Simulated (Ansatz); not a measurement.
# F₂H₉NO₃Si₂: a barrier at many levels of theory

Aim: the barrier and energy of one elementary step (O2–H9 formed, H7–O10 formed, Si1–O2 loosened, H7–N8 broken, H9–O10 broken) from LDA up to coupled cluster, on fixed structures, to see where each rung fails.

Computed with Ansatz 0.2.0, Gaussian basis. Level: single points in def2-TZVPP on PBE0-D4/def2-TZVP structures.

Levels: SPW92, PBE-D4, BLYP-D4, r2SCAN-D4, B97M-V, PBE0-D4, B3LYP-D4, r2SCAN0-D4, BHLYP-D4, CAM-B3LYP-D4, wB97X-V, wB97M-V, B2PLYP, PBE-QIDH, RPA on PBE, Hartree-Fock, MP2, CCSD, CCSD(T). The reference is CCSD(T) at the basis limit, from triple and quadruple zeta. Zero-point energies come from PBE0-D4 vibrations.

Cores are frozen in the correlated methods. B3LYP uses VWN-RPA correlation. B2PLYP carries no dispersion term here.

4 further runs of the same task are left out: 4 set aside as unsound or not needed.

## 1. The three structures

Charge 0, multiplicity 1. The folders r, ts and p hold the start, the saddle and the end; their coordinates stand in the first inputs.

```tsv
pair	r (Å)	ts (Å)	p (Å)
O2–H9	1.911	1.238	0.997
H7–O10	1.828	1.127	0.977
Si1–O2	1.720	1.855	2.101
H7–N8	1.037	1.417	2.071
H9–O10	0.975	1.174	1.660
```

## 2. SPW92/def2-TZVPP

The input, r/in.yaml:

```yaml
crystal:
  periodic: [false, false, false]
  atoms:
    - {symbol: Si, position_ang: [-0.194622, 0.648285, 0.925906]}
    - {symbol: O, position_ang: [-0.224752, 0.212640, -0.737508]}
    - {symbol: Si, position_ang: [-1.043177, 0.870282, -1.998176]}
    - {symbol: F, position_ang: [-0.482939, 2.201920, 0.613437]}
    - {symbol: F, position_ang: [0.164256, 0.984626, 2.519921]}
    - {symbol: O, position_ang: [-1.367709, -0.444429, 1.307634]}
    - {symbol: H, position_ang: [1.566400, -0.966399, 0.565617]}
    - {symbol: N, position_ang: [1.617318, 0.031221, 0.845704]}
    - {symbol: H, position_ang: [0.202538, -1.649569, -0.714679]}
    - {symbol: O, position_ang: [0.777787, -2.343093, -0.343297]}
    - {symbol: H, position_ang: [-1.111190, -0.166409, -3.062931]}
    - {symbol: H, position_ang: [-0.323225, 2.053627, -2.539737]}
    - {symbol: H, position_ang: [-2.422317, 1.270895, -1.620345]}
    - {symbol: H, position_ang: [-1.566289, -0.437919, 2.246886]}
    - {symbol: H, position_ang: [2.094975, 0.138791, 1.733365]}
    - {symbol: H, position_ang: [2.129411, 0.515475, 0.114999]}
    - {symbol: H, position_ang: [0.183733, -2.920045, 0.143304]}
basis:
  gaussian: {orbitals: def2-TZVPP}
hamiltonian: {xc: lda}
```

The input, ts/in.yaml:

```yaml
crystal:
  periodic: [false, false, false]
  atoms:
    - {symbol: Si, position_ang: [-0.088618, 0.637555, 0.993838]}
    - {symbol: O, position_ang: [-0.193174, 0.072694, -0.770409]}
    - {symbol: Si, position_ang: [-1.072181, 0.756255, -1.998728]}
    - {symbol: F, position_ang: [-0.373704, 2.127907, 0.456520]}
    - {symbol: F, position_ang: [0.091070, 1.123753, 2.562395]}
    - {symbol: O, position_ang: [-1.302225, -0.436423, 1.320461]}
    - {symbol: H, position_ang: [1.328278, -1.314561, 0.354426]}
    - {symbol: N, position_ang: [1.577225, -0.052488, 0.948304]}
    - {symbol: H, position_ang: [0.224488, -1.092471, -0.751251]}
    - {symbol: O, position_ang: [0.861383, -2.012505, -0.397489]}
    - {symbol: H, position_ang: [-1.203249, -0.290514, -3.046079]}
    - {symbol: H, position_ang: [-0.352736, 1.923566, -2.563329]}
    - {symbol: H, position_ang: [-2.416052, 1.164007, -1.527400]}
    - {symbol: H, position_ang: [-1.560139, -0.392659, 2.244224]}
    - {symbol: H, position_ang: [2.035655, 0.005570, 1.848659]}
    - {symbol: H, position_ang: [2.170575, 0.399413, 0.261048]}
    - {symbol: H, position_ang: [0.273603, -2.619199, 0.064909]}
basis:
  gaussian: {orbitals: def2-TZVPP}
hamiltonian: {xc: lda}
```

The input, p/in.yaml:

```yaml
crystal:
  periodic: [false, false, false]
  atoms:
    - {symbol: Si, position_ang: [0.010841, 0.679787, 1.127231]}
    - {symbol: O, position_ang: [-0.001419, 0.128247, -0.900076]}
    - {symbol: Si, position_ang: [-1.053325, 0.765477, -2.035868]}
    - {symbol: F, position_ang: [-0.442102, 2.087787, 0.512681]}
    - {symbol: F, position_ang: [0.030478, 1.106700, 2.696741]}
    - {symbol: O, position_ang: [-1.176378, -0.464408, 1.212193]}
    - {symbol: H, position_ang: [1.261181, -1.767392, 0.371409]}
    - {symbol: N, position_ang: [1.651144, 0.162146, 1.013965]}
    - {symbol: H, position_ang: [0.183598, -0.851332, -0.898568]}
    - {symbol: O, position_ang: [0.749851, -2.284875, -0.281220]}
    - {symbol: H, position_ang: [-1.103598, -0.206893, -3.156742]}
    - {symbol: H, position_ang: [-0.501500, 2.056486, -2.498984]}
    - {symbol: H, position_ang: [-2.403572, 0.944793, -1.458484]}
    - {symbol: H, position_ang: [-1.564407, -0.491730, 2.090033]}
    - {symbol: H, position_ang: [2.216026, 0.370253, 1.823858]}
    - {symbol: H, position_ang: [2.154589, 0.365343, 0.164614]}
    - {symbol: H, position_ang: [-0.011205, -2.600489, 0.217315]}
basis:
  gaussian: {orbitals: def2-TZVPP}
hamiltonian: {xc: lda}
```

One command serves all of them, each in its own folder.

Command:

```bash
ansatz run in.yaml --threads 2 --pin off --events-out ev --progress --plain --max-ram 32768MiB --backend cuda --devices 0, --max-vram 18GiB
```

Further steps of the session: PBE-D4/def2-TZVPP; BLYP-D4/def2-TZVPP; r2SCAN-D4/def2-TZVPP; B97M-V/def2-TZVPP; PBE0-D4/def2-TZVPP; B3LYP-D4/def2-TZVPP; r2SCAN0-D4/def2-TZVPP; BHLYP-D4/def2-TZVPP; CAM-B3LYP-D4/def2-TZVPP; wB97X-V/def2-TZVPP; wB97M-V/def2-TZVPP; B2PLYP/def2-TZVPP; PBE-QIDH/def2-TZVPP; RPA on PBE/def2-TZVPP; CCSD(T)/def2-TZVPP; MP2/def2-QZVPP; Vibrations of the start structure; Vibrations of the end structure.

Q: Predict the outcome of this session. Wanted: barrier, CCSD(T)/CBS; reverse barrier, CCSD(T)/CBS; step energy, CCSD(T)/CBS; barrier with zero-point energy; step energy with zero-point energy; imaginary mode at the saddle; largest T1 diagnostic.

**Answer**, as computed:

| quantity | value |
| --- | --- |
| barrier, CCSD(T)/CBS | 76.3 kJ/mol |
| reverse barrier, CCSD(T)/CBS | 42.7 kJ/mol |
| step energy, CCSD(T)/CBS | +33.6 kJ/mol |
| barrier with zero-point energy | 61.4 kJ/mol |
| step energy with zero-point energy | +28.6 kJ/mol |
| imaginary mode at the saddle | 1004i cm⁻¹ |
| largest T1 diagnostic | 0.011 |

What this shows: B97M-V is the best functional here (+3.6 kJ/mol from CCSD(T)/CBS); SPW92 is the worst (-56.5 kJ/mol). Mean unsigned error by rung: LDA 56.5, GGA 20.7, meta-GGA 11.8, hybrid 10.4, range-separated hybrid 5.8, double hybrid 6.1 kJ/mol. PBE-D4 gives a barrier 26.3 kJ/mol too low, outside chemical accuracy (1 kcal/mol, 4.2 kJ/mol). The barrier rises with the share of exact exchange, from BLYP-D4 through B3LYP-D4 to BHLYP-D4 (-15.1, -7.6, +6.9 kJ/mol). Hartree-Fock, with no correlation, is off by +44.6 kJ/mol. Zero-point motion lowers the barrier by 14.9 kJ/mol.
